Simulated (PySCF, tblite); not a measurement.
**C₃H₁₂B₂O₂Si: geometry, infrared bands and NMR shifts**

Aim: predict the infrared bands and NMR shifts of C₃H₁₂B₂O₂Si (`BOB(C)O[SiH](C)C`).

Computed with tblite 0.8.0 and PySCF 2.14.0, with density-fitted response routines of our own, on a single molecule in the gas phase. Atoms are numbered from 0 throughout.

## 1. Starting geometry

20 atoms, charge 0, multiplicity 1; geometry from: force field or distance geometry start.

Bonds of the start (Å): B0–O1 1.44, O1–B2 1.47, B2–C3 1.59, B2–O4 1.45, O4–Si5 1.70, Si5–C6 1.87, Si5–C7 1.86, B0–H8 1.19, B0–H9 1.19, C3–H10 1.12, C3–H11 1.10, C3–H12 1.12, Si5–H13 1.48, C6–H14 1.11, C6–H15 1.08, C6–H16 1.11, C7–H17 1.10, C7–H18 1.11, C7–H19 1.12.

## 2. Geometry optimisation with GFN2-xTB

Job settings and geometry (Å):

```
{"job": {"kind": "relax", "xc": "GFN2-xTB", "basis": "xTB"}, "charge": 0, "multiplicity": 1}
B     -2.992100     1.191000     0.194400
O     -1.638200     0.801200     0.475400
B     -1.214900    -0.375700    -0.294300
C     -2.096600    -1.697300    -0.375300
O      0.139300    -0.502700    -0.810400
Si     1.271700     0.220200     0.225900
C      2.082000     1.742500    -0.505400
C      2.604200    -1.037700     0.565800
H     -3.814300     1.404600     1.023000
H     -3.346400     1.268700    -0.936800
H     -1.494900    -2.570800    -0.719100
H     -2.956600    -1.481800    -1.023600
H     -2.426900    -1.909400     0.672900
H      0.608300     0.660100     1.469100
H      1.384700     2.592000    -0.371500
H      2.280000     1.557800    -1.552800
H      2.988700     1.973700     0.087400
H      2.928400    -0.898000     1.611100
H      3.435700    -0.836900    -0.136700
H      2.252600    -2.090800     0.397800
```

The run is started by

```bash
OMP_NUM_THREADS=1 python probes_run.py task.json out
```

This one command runs all jobs of the session in turn.

**Question.** This job is followed by: GFN2-xTB harmonic vibrations, gas phase; GIAO PBE0/pcSseg-1 NMR shielding, non-relativistic, gas phase. Predict these results of the whole session: strongest single infrared mode (GFN2-xTB); zero-point energy (GFN2-xTB); 13C shifts against TMS (PBE0/pcSseg-1, means over atoms taken as alike); 1H shifts against TMS (PBE0/pcSseg-1, means over atoms taken as alike); 11B shifts against BF3·OEt2 (PBE0/pcSseg-1); 17O shifts against H2O (PBE0/pcSseg-1); 29Si shifts against TMS (PBE0/pcSseg-1); surface potential, 1st and 99th percentile.

As calculated:

| quantity | value |
| --- | --- |
| strongest single infrared mode (GFN2-xTB) | 1556 cm⁻¹, 540 km/mol |
| zero-point energy (GFN2-xTB) | 95.2 kcal/mol |
| 13C shifts against TMS (PBE0/pcSseg-1, means over atoms taken as alike) | 2.1, 1.4 ppm |
| 1H shifts against TMS (PBE0/pcSseg-1, means over atoms taken as alike) | 5.42, 5.33, 0.39, 0.25 ppm |
| 11B shifts against BF3·OEt2 (PBE0/pcSseg-1) | 40.5, 24.1 ppm |
| 17O shifts against H2O (PBE0/pcSseg-1) | 287.6, 132.4 ppm |
| 29Si shifts against TMS (PBE0/pcSseg-1) | -8.6 ppm |
| surface potential, 1st and 99th percentile | -0.77 V and 1.16 V |

**Reading.** The optimisation took 142 steps and gained 1.800 eV; among the close pairs (by a distance rule), O1–B2 changed most, from 1.469 to 1.323 Å. The lowest mode is slightly imaginary (15i cm⁻¹), a soft motion within the noise of the Hessian, so the minimum is not strictly shown. The strongest single mode, at 1556 cm⁻¹, moves mainly O1 and B0. GFN2-xTB is a fitted tight-binding method: band positions and strengths are rough. Its intensities can rank the bands wrongly. At PBE0/pcSseg-1: The largest span, 246 ppm, is at O1, where the paramagnetic term is -344 ppm. By nearest atom (PBE0/pcSseg-1), the HOMO sits on O1 23 %; H8, H9 about 20 % each and the LUMO on B0 45 %; H8, H9 about 16 % each.
